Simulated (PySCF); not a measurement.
**[Nd(NH2)4]−: other functionals and bases at one geometry**

An exercise on one series of results from a longer session: the logs are not shown, and one member is left open.

Computed with PySCF 2.14.0. Level: several levels, as the steps say, no spin–orbit coupling.

1 further run of the same task is left out (for a known fault of the program).

## Where the work starts

13 atoms, charge -1, spin multiplicity 1.

Bond lengths: Nd1–N2 2.320 Å, Nd1–N5 2.320 Å, Nd1–N8 2.320 Å, Nd1–N11 2.320 Å, N2–H3 1.021 Å, N2–H4 1.022 Å, N5–H6 1.022 Å, N5–H7 1.020 Å, N8–H9 1.022 Å, N8–H10 1.021 Å, N11–H12 1.020 Å, N11–H13 1.022 Å. Angles: N2–Nd1–N5 111.2°, N2–Nd1–N8 106.1°, N2–Nd1–N11 111.2°, N5–Nd1–N8 111.2°, N5–Nd1–N11 106.1°, N8–Nd1–N11 111.2°, Nd1–N2–H3 131.4°, Nd1–N2–H4 123.0°, H3–N2–H4 105.3°, Nd1–N5–H6 123.0°, Nd1–N5–H7 131.5°, H6–N5–H7 105.3°, Nd1–N8–H9 123.0°, Nd1–N8–H10 131.4°, H9–N8–H10 105.3°, Nd1–N11–H12 131.5°, Nd1–N11–H13 123.0°, H12–N11–H13 105.3°.

As a file:

```
Nd   -0.00009    0.00000    0.00000
N     1.39446    1.25527    1.36453
H     1.36730    1.44419    2.36705
H     2.26187    1.68245    1.03205
N    -1.39476   -1.36453    1.25518
H    -2.26126   -1.03188    1.68314
H    -1.36757   -2.36697    1.44428
N     1.39446   -1.25527   -1.36453
H     2.26187   -1.68245   -1.03205
H     1.36730   -1.44419   -2.36705
N    -1.39476    1.36453   -1.25518
H    -1.36757    2.36697   -1.44428
H    -2.26126    1.03188   -1.68314
```

Formal oxidation states: Nd +3. Each metal's 3 4f electrons lie in its core potential, so multiplicities, spins and levels count the valence alone. An earlier session relaxed this geometry at PBE0, Nd lcecp-1-SVP with ECP49, N def2-SVP, H def2-SVP (singlet, point group S4).

At PBE0 on the finer grid: E = -257.443678 Eh, HOMO -1.10 eV, LUMO 3.69 eV, Mulliken charge on Nd1 +0.66 e, largest force component 0.011 eV/Å. 

Levels to run: HF; TPSSh; PBE0, TZVP. Hardware: 2 threads of Arm Neoverse V1, shared host.

The first run:

run.py (the lines that set the calculation) reads:

```python
mol = gto.M(atom='''
Nd    -0.00009     0.00000     0.00000
N      1.39446     1.25527     1.36453
H      1.36730     1.44419     2.36705
H      2.26187     1.68245     1.03205
N     -1.39476    -1.36453     1.25518
H     -2.26126    -1.03188     1.68314
H     -1.36757    -2.36697     1.44428
N      1.39446    -1.25527    -1.36453
H      2.26187    -1.68245    -1.03205
H      1.36730    -1.44419    -2.36705
N     -1.39476     1.36453    -1.25518
H     -1.36757     2.36697    -1.44428
H     -2.26126     1.03188    -1.68314''',
    basis={'Nd': 'lcecp-1-SVP', 'N': 'def2-SVP', 'H': 'def2-SVP'},
    ecp={'Nd': 'lcecp-1-SVP'},
    charge=-1, spin=0)
mf = scf.RHF(mol)
mf = mf.density_fit()  # fitting sets: Nd AutoAux, N def2-universal-JKFIT, H def2-universal-JKFIT
mf.conv_tol = 1e-08; mf.max_cycle = 55
mf.kernel(dm0)  # dm0: the density of the relaxed state
```

Run with:

```sh
> OMP_NUM_THREADS=2 python run.py
```

Steps of the session up to this table: HF; TPSSh; PBE0, TZVP.

One of the session's tables, all rows but one given; the rest of the session is left out.

```
              level  HOMO (eV)  gap (eV)  charge on Nd1 (e)  largest force component (eV/Å)
PBE0 (relaxed here)      -1.10      4.79               0.66                            0.01
                 HF          ?         ?                  ?                               ?
              TPSSh      -0.33      3.85               0.64                            0.20
         PBE0, TZVP      -1.43      4.91               1.53                            0.33
```

**Question.** Estimate the row for HF.

**Answer.** HOMO (eV): -4.56; gap (eV): 9.88; charge on Nd1 (e): 1.23; largest force component (eV/Å): 0.79. In the column «HOMO (eV)» it is the lowest.

In one basis the HOMO–LUMO gap runs from 3.85 eV (TPSSh) to 9.88 eV (HF). The largest leftover force, 0.79 eV/Å with HF, stands at a geometry relaxed at another level. With 4f in the core, its levels are missing from HOMO and gap, and its count is fixed, so no charge can pass from the ligands into it. Total energies of different levels can't be compared.
